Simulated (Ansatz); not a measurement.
**CH8BNSi: basis-set convergence**

How large a basis does CH8BNSi need? Two functionals are run in growing sets.

Method: one geometry, several basis sets; program: Ansatz 0.2.0, Gaussian basis.

Levels to be run: PBE0-D4/def2-SVP; ωB97M-V/def2-SVP; PBE0-D4/def2-QZVPP; ωB97M-V/def2-QZVPP; the functionals' def2-TZVPP values are taken from earlier runs.

## 1. The geometry

The geometry comes from an earlier relaxation with PBE0-D4 in a triple-zeta def2 set; it is a stationary point, not always the lowest conformer.

12 atoms, charge 0, spin multiplicity 1.

Atoms are counted from 1 here; the program's logs count them from 0.

Bond lengths: B1–Si2 2.009 Å, B1–H5 1.197 Å, B1–H6 1.197 Å, Si2–C3 1.887 Å, Si2–H7 1.491 Å, Si2–H8 1.500 Å, C3–N4 1.457 Å, C3–H9 1.103 Å, C3–H10 1.096 Å, N4–H11 1.012 Å, N4–H12 1.012 Å. Angles: Si2–B1–H5 123.2°, Si2–B1–H6 119.9°, H5–B1–H6 116.9°, B1–Si2–C3 114.5°, B1–Si2–H7 110.7°, B1–Si2–H8 106.1°, C3–Si2–H7 110.3°, C3–Si2–H8 108.3°, H7–Si2–H8 106.7°, Si2–C3–N4 111.4°, Si2–C3–H9 108.3°, Si2–C3–H10 107.1°, N4–C3–H9 114.9°, N4–C3–H10 108.8°, H9–C3–H10 106.0°, C3–N4–H11 111.4°, C3–N4–H12 111.0°, H11–N4–H12 107.2°.

Geometry (Å):

```xyz
12
charge 0, multiplicity 1
B    -0.9451    2.1815    0.0101
Si   -0.5953    0.2820    0.5631
C     0.8220   -0.5538   -0.3608
N     0.9534   -1.9533    0.0206
H    -0.4154    2.6979   -0.9311
H    -1.7341    2.8444    0.6185
H    -0.3756    0.1948    2.0354
H    -1.8569   -0.4740    0.2707
H     0.6835   -0.3776   -1.4407
H     1.7417   -0.0252   -0.0847
H     1.6974   -2.4080   -0.4940
H     0.1013   -2.4635   -0.1728
```

## 2. PBE0-D4 in def2-SVP

The input, in.yaml:

```yaml
crystal:
  periodic: [false, false, false]
  atoms:
    - {symbol: B, position_ang: [-0.945068, 2.181468, 0.010142]}
    - {symbol: Si, position_ang: [-0.595317, 0.281954, 0.563051]}
    - {symbol: C, position_ang: [0.822019, -0.553798, -0.360803]}
    - {symbol: N, position_ang: [0.953428, -1.953350, 0.020619]}
    - {symbol: H, position_ang: [-0.415382, 2.697857, -0.931106]}
    - {symbol: H, position_ang: [-1.734095, 2.844401, 0.618455]}
    - {symbol: H, position_ang: [-0.375552, 0.194773, 2.035422]}
    - {symbol: H, position_ang: [-1.856898, -0.474036, 0.270669]}
    - {symbol: H, position_ang: [0.683536, -0.377637, -1.440660]}
    - {symbol: H, position_ang: [1.741683, -0.025191, -0.084748]}
    - {symbol: H, position_ang: [1.697395, -2.408031, -0.493957]}
    - {symbol: H, position_ang: [0.101251, -2.463511, -0.172783]}
basis:
  gaussian: {orbitals: def2-SVP}
hamiltonian: {xc: pbe0, dispersion: d4}
output: {orbitals: {seedname: orbitals}}
```

Command:

```
$ ansatz run in.yaml --threads 2 --pin off --events-out ev --progress --plain --max-ram 4352MiB
```

Standard output:

```text
Functional definition: PBE0
  name "PBE0"
  cite "Adamo & Barone, J. Chem. Phys. 110, 6158 (1999) doi:10.1063/1.478522"
  cite "Perdew, Burke & Ernzerhof, Phys. Rev. Lett. 77, 3865 (1996) doi:10.1103/PhysRevLett.77.3865"
  parent pbe
  parameter a = 0.25
  parameter kappa = 0.804
  parameter beta = 0.06672455060314922
  exchange = (1 - a)*pbe_x(kappa = kappa, mu = beta*pi^2/3) + a*exact_x
  correlation = pbe_c(beta = beta)
1144 factors; their error is unknown
mean field evaluation 1: about -11192.2166 eV, gradient 4.7e1 eV
mean field evaluation 2: about -11181.0625 eV, gradient 7.9e1 eV
mean field evaluation 4: about -11197.3041 eV, gradient 3.5e0 eV
mean field evaluation 8: about -11197.3736 eV, gradient 2.5e-1 eV
mean field -11197.37371821 eV, -411.4958942917 hartree, gradient 4.8e-5 eV, S^2 0.000000; 0 other end points of the search recorded, 0 dependent functions left out
reference -11197.37374802 eV, -411.4958953872 hartree; 20, 20 occupied and 80, 80 virtual orbitals, 1144 factors
Total energy: -11197.54962325 eV, -411.5023586828 hartree
```

It took 1.4 s on 2 threads of Arm Neoverse V1, shared host.

## 3. ωB97M-V in def2-SVP

in.yaml: that of step 2 with these lines changed.

```diff
@@ -17,3 +17,3 @@
   gaussian: {orbitals: def2-SVP}
-hamiltonian: {xc: pbe0, dispersion: d4}
+hamiltonian: {xc: {name: wB97M-V}}
 output: {orbitals: {seedname: orbitals}}
```

Same command.

Standard output:

```text
Functional definition: wB97M-V
  name "wB97M-V"
  cite "Mardirossian & Head-Gordon, J. Chem. Phys. 144, 214110 (2016) doi:10.1063/1.4952647"
  cite "Becke, J. Chem. Phys. 107, 8554 (1997) doi:10.1063/1.475007"
  cite "Vydrov & Van Voorhis, J. Chem. Phys. 133, 244103 (2010) doi:10.1063/1.3521275"
  # Of w^i u^j: cxij and so on, Table III.
  parameter omega = 0.3/bohr
  parameter cx = 0.15
  parameter cx01 = 1.007
  parameter cx10 = 0.259
  parameter css00 = 0.443
  parameter css04 = -1.437
  parameter css10 = -4.535
  parameter css20 = -3.390
  parameter css43 = 4.278
  parameter cos00 = 1.000
  parameter cos10 = 1.358
  parameter cos20 = 2.924
  parameter cos21 = -8.812
  parameter cos60 = -1.390
  parameter cos61 = 9.142
  parameter b = 6.0
  parameter c = 0.01
  gx(w, u) = 1 - cx + cx01*u + cx10*w
  gss(w, u) = css00 + css04*u^4 + css10*w + css20*w^2 + css43*w^4*u^3
  gos(w, u) = cos00 + cos10*w + (cos20 + cos21*u)*w^2 + (cos60 + cos61*u)*w^6
  exchange = spin_sum(e_x_unif_sr(omega)*gx(b97_w, b97_u_x)) + cx*exact_x_sr(omega) + exact_x_lr(omega)
  correlation = spin_sum(e_c_pw_mod_same_spin*gss(b97_w, b97_u_same))
      + integral(e_c_pw_mod_opposite_spin*gos(b97_w_opposite, b97_u_opposite)) + vv10(b, c)
1144 factors; their error is unknown
338 factors; integrals over basis functions are off by at most 9.0e-6 eV
mean field evaluation 1: about -11198.9143 eV, gradient 3.7e1 eV
mean field evaluation 2: about -11199.9325 eV, gradient 3.2e1 eV
mean field evaluation 4: about -11202.0644 eV, gradient 8.5e-1 eV
mean field evaluation 8: about -11202.0645 eV, gradient 2.6e-1 eV
mean field -11202.06461193 eV, -411.6682814565 hartree, gradient 8.1e-5 eV, S^2 0.000000; 0 other end points of the search recorded, 0 dependent functions left out
reference -11202.06465849 eV, -411.6682831675 hartree; 20, 20 occupied and 80, 80 virtual orbitals, 1144 factors
Total energy: -11202.06465849 eV, -411.6682831675 hartree
```

Run time: 6.5 s. Hardware: 2 threads of Arm Neoverse V1, shared host; peak memory 0.28 GiB.

## 4. PBE0-D4 in def2-QZVPP

in.yaml: that of step 3 with these lines changed.

```diff
@@ -16,4 +16,4 @@
 basis:
-  gaussian: {orbitals: def2-SVP}
-hamiltonian: {xc: {name: wB97M-V}}
+  gaussian: {orbitals: "def2-QZVPP.json"}
+hamiltonian: {xc: pbe0, dispersion: d4}
 output: {orbitals: {seedname: orbitals}}
```

The command is unchanged.

Standard output:

```text
Functional definition: PBE0
  name "PBE0"
  cite "Adamo & Barone, J. Chem. Phys. 110, 6158 (1999) doi:10.1063/1.478522"
  cite "Perdew, Burke & Ernzerhof, Phys. Rev. Lett. 77, 3865 (1996) doi:10.1103/PhysRevLett.77.3865"
  parent pbe
  parameter a = 0.25
  parameter kappa = 0.804
  parameter beta = 0.06672455060314922
  exchange = (1 - a)*pbe_x(kappa = kappa, mu = beta*pi^2/3) + a*exact_x
  correlation = pbe_c(beta = beta)
1432 factors; their error is unknown
mean field evaluation 1: about -11196.5050 eV, gradient 6.1e1 eV
mean field evaluation 2: about -11170.1763 eV, gradient 1.1e2 eV
mean field evaluation 4: about -11204.3304 eV, gradient 5.7e0 eV
mean field evaluation 8: about -11204.4177 eV, gradient 1.4e-1 eV
mean field evaluation 16: about -11204.4210 eV, gradient 4.1e-5 eV
mean field -11204.42100336 eV, -411.7548772441 hartree, gradient 4.1e-5 eV, S^2 0.000000; 0 other end points of the search recorded, 0 dependent functions left out
reference -11204.42104967 eV, -411.7548789458 hartree; 20, 20 occupied and 461, 461 virtual orbitals, 1432 factors
Total energy: -11204.59692490 eV, -411.7613422414 hartree
```

It took 13 s on 2 threads of Arm Neoverse V1, shared host; peak memory 1.4 GiB.

## 5. ωB97M-V in def2-QZVPP

in.yaml: that of step 4 with these lines changed.

```diff
@@ -17,3 +17,3 @@
   gaussian: {orbitals: "def2-QZVPP.json"}
-hamiltonian: {xc: pbe0, dispersion: d4}
+hamiltonian: {xc: {name: wB97M-V}}
 output: {orbitals: {seedname: orbitals}}
```

Launched as before.

Standard output:

```text
Functional definition: wB97M-V
  name "wB97M-V"
  cite "Mardirossian & Head-Gordon, J. Chem. Phys. 144, 214110 (2016) doi:10.1063/1.4952647"
  cite "Becke, J. Chem. Phys. 107, 8554 (1997) doi:10.1063/1.475007"
  cite "Vydrov & Van Voorhis, J. Chem. Phys. 133, 244103 (2010) doi:10.1063/1.3521275"
  # Of w^i u^j: cxij and so on, Table III.
  parameter omega = 0.3/bohr
  parameter cx = 0.15
  parameter cx01 = 1.007
  parameter cx10 = 0.259
  parameter css00 = 0.443
  parameter css04 = -1.437
  parameter css10 = -4.535
  parameter css20 = -3.390
  parameter css43 = 4.278
  parameter cos00 = 1.000
  parameter cos10 = 1.358
  parameter cos20 = 2.924
  parameter cos21 = -8.812
  parameter cos60 = -1.390
  parameter cos61 = 9.142
  parameter b = 6.0
  parameter c = 0.01
  gx(w, u) = 1 - cx + cx01*u + cx10*w
  gss(w, u) = css00 + css04*u^4 + css10*w + css20*w^2 + css43*w^4*u^3
  gos(w, u) = cos00 + cos10*w + (cos20 + cos21*u)*w^2 + (cos60 + cos61*u)*w^6
  exchange = spin_sum(e_x_unif_sr(omega)*gx(b97_w, b97_u_x)) + cx*exact_x_sr(omega) + exact_x_lr(omega)
  correlation = spin_sum(e_c_pw_mod_same_spin*gss(b97_w, b97_u_same))
      + integral(e_c_pw_mod_opposite_spin*gos(b97_w_opposite, b97_u_opposite)) + vv10(b, c)
1412 factors; their error is unknown
414 factors; integrals over basis functions are off by at most 1.5e-5 eV
mean field evaluation 1: about -11204.3128 eV, gradient 4.9e1 eV
mean field evaluation 2: about -11205.2643 eV, gradient 4.5e1 eV
mean field evaluation 4: about -11209.3370 eV, gradient 1.5e0 eV
mean field evaluation 8: about -11209.3482 eV, gradient 3.6e-2 eV
mean field -11209.34817556 eV, -411.9359474829 hartree, gradient 6.0e-5 eV, S^2 0.000000; 0 other end points of the search recorded, 0 dependent functions left out
reference -11209.34825063 eV, -411.9359502415 hartree; 20, 20 occupied and 461, 461 virtual orbitals, 1412 factors
Total energy: -11209.34825063 eV, -411.9359502415 hartree
```

It took 28 s on 2 threads of Arm Neoverse V1, shared host; peak memory 1.7 GiB.

## 6. Functionals by basis

The def2-TZVPP values come from earlier runs at the same geometry.

```csv
functional,basis,functions,energy (eV),from the largest (eV),HOMO (eV),LUMO (eV)
PBE0-D4,def2-SVP,100,-11197.5496,7.047,-6.58,-2.27
PBE0-D4,def2-TZVPP,247,-11204.1188,0.478,-6.88,-2.34
PBE0-D4,def2-QZVPP,481,-11204.5969,0.000,-6.93,-2.35
ωB97M-V,def2-SVP,100,-11202.0647,7.284,-8.97,-0.22
ωB97M-V,def2-TZVPP,247,-11208.8941,0.454,-9.27,-0.39
ωB97M-V,def2-QZVPP,481,-11209.3483,0.000,-9.31,-0.44
```

## 7. Results

```
                                       quantity          value
PBE0-D4: double and triple zeta above quadruple  7.05, 0.48 eV
ωB97M-V: double and triple zeta above quadruple  7.28, 0.45 eV
```

For PBE0-D4 the step from double to triple zeta gains 6.57 eV and the next only 0.48 eV. Total energies overstate the basis error of differences, where much of it tends to cancel.

For PBE0-D4 the largest set took about 9 times as long as the smallest (13 s against 1.4 s).
